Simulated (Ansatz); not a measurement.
TiCo₃, space group Pm-3m, a check of PAW against all-electron LAPW

With the Ansatz DFT code, driven from Python.

At the Python prompt:
```pycon
>>> from dataclasses import dataclass
>>> import ansatz as az
>>> import numpy as np
>>> from pymatgen.core import Lattice, Structure
>>> from pymatgen.io.ase import AseAtomsAdaptor
>>> from tabulate import tabulate
>>> @dataclass
... class Settings:
...     xc: str = "PBEsol"
...     k_density: float = 4.3
...     smearing: str = "Methfessel-Paxton"
...     width_ev: float = 0.1
...     n_empty: int = 4
...
>>> settings = Settings()
>>> def count_gap(report):
...     # lowest empty less highest filled band, counting bands; zero where they overlap
...     return max(report.get("gap_by_band_count_ev") or 0.0, 0.0)
...
>>> pmg_structure = Structure(
...     Lattice([(3.571, 0.0, 0.0), (0.0, 3.571, 0.0), (0.0, 0.0, 3.571)]),
...     ["Ti", "Co", "Co", "Co"],
...     [
...         (0.0, 0.0, 0.0),
...         (0.0, 0.5, 0.5),
...         (0.5, 0.0, 0.5),
...         (0.5, 0.5, 0.0),
...     ],
... )
>>> cell = az.Crystal.from_ase(AseAtomsAdaptor.get_atoms(pmg_structure)).moments(Co=1.8)
>>> len(cell.resolved().sites)
4
>>> base = (
...     cell.calculation()
...     .functional(settings.xc)
...     .kpoints(density=settings.k_density)
...     .occupations(settings.smearing, width=settings.width_ev)
...     .spin(az.SpinTreatment.COLLINEAR)
...     .scf(extra_bands=settings.n_empty, algorithm="density_mixing")
...     .stress()
...     .forces()
...     .band_table()
... )
>>> variants = {
...     "PAW": base.pseudopotentials("paw"),
...     "LAPW": base.pseudopotentials("all_electron", lapw=True),
... }
>>> # totals differ by the cores that each treatment holds, so compare what does not depend on them
>>> rows = []
>>> for label, variant in variants.items():
...     summary = variant.run().report
...     levels = np.array(summary["eigenvalues_ev"][0]) - summary["fermi_energy_ev"]
...     print(label, "levels at the first k-point near E_F:", np.round(levels[np.abs(levels) < 5], 3))
...     rows.append((label, summary["n_electrons"], np.trace(summary["stress_gpa"]) / 3, count_gap(summary), summary["magnetization_mub"]))
...
DeckWarning: basis.ecutwfc = 420 eV, auto-derived from the records' recommended cutoffs: set by Ti (normal level)
DeckWarning: the band count 36 (scf.n_extra_bands) hosts the net moment |M| = 5.4000 μB (N_el = 63) but caps the reachable moment at 2·n_bands − N_el = 9.0000 μB, below the 42 bands that the automatic rule leaves for it — a moment growing past the seed, or [...]
PAW levels at the first k-point near E_F: [-4.679 -4.679 -4.432 -3.883 -3.883 -3.883 -1.714 -1.714 -1.714 -0.81
 -0.81  -0.264  0.041  0.041  0.041  2.288  2.288  3.126  3.126]
DeckWarning: the band count 39 (scf.n_extra_bands) hosts the net moment |M| = 5.4000 μB (N_el = 69) but caps the reachable moment at 2·n_bands − N_el = 9.0000 μB, below the 45 bands that the automatic rule leaves for it — a moment growing past the seed, or [...]
LAPW levels at the first k-point near E_F: [-4.685 -4.685 -4.438 -3.885 -3.885 -3.885 -1.714 -1.714 -1.714 -0.818
 -0.818 -0.274  0.037  0.037  0.037  2.281  2.281  3.127  3.127]
>>> print(tabulate(rows, headers=["treatment", "electrons in bands", "P GPa", "gap by band count eV", "moment muB"], floatfmt=".4f", tablefmt="github"))
| treatment   |   electrons in bands |   P GPa |   gap by band count eV |   moment muB |
|-------------|----------------------|---------|------------------------|--------------|
| PAW         |              63.0000 | -3.6443 |                 0.0000 |       2.5841 |
| LAPW        |              69.0000 | -3.6843 |                 0.0000 |       2.5878 |
```

PAW gives -3.644 GPa and LAPW -3.684 GPa, 0.040 GPa apart. They took 13.9 and 149.6 s of processor time.

These settings explore the input space; cutoff and mesh may be short of convergence. The magnetic order follows from the starting moments and needn't be the lowest. The computed bands are complete only to about 1.5 eV above the Fermi level. For a metal this k-point mesh is coarse: on a finer one energies can move by several to tens of meV an atom and pressures by half a GPa or more, differences at one mesh by less. A gap by band count of zero or less means overlapping bands, a metal. The structure is a deposited one; some such entries were measured under pressure or heat, so a shift against it needn't be the functional's error alone. Levels are Kohn-Sham eigenvalues on this mesh. Warnings are shown shortened and without file and line. Pressure is positive in compression; the treatments may keep other shells as core, so totals and counts of electrons can differ. Finished in 2.8 min on 1 thread of Arm Neoverse V1, with other jobs on the host, peak memory 0.89 GiB.
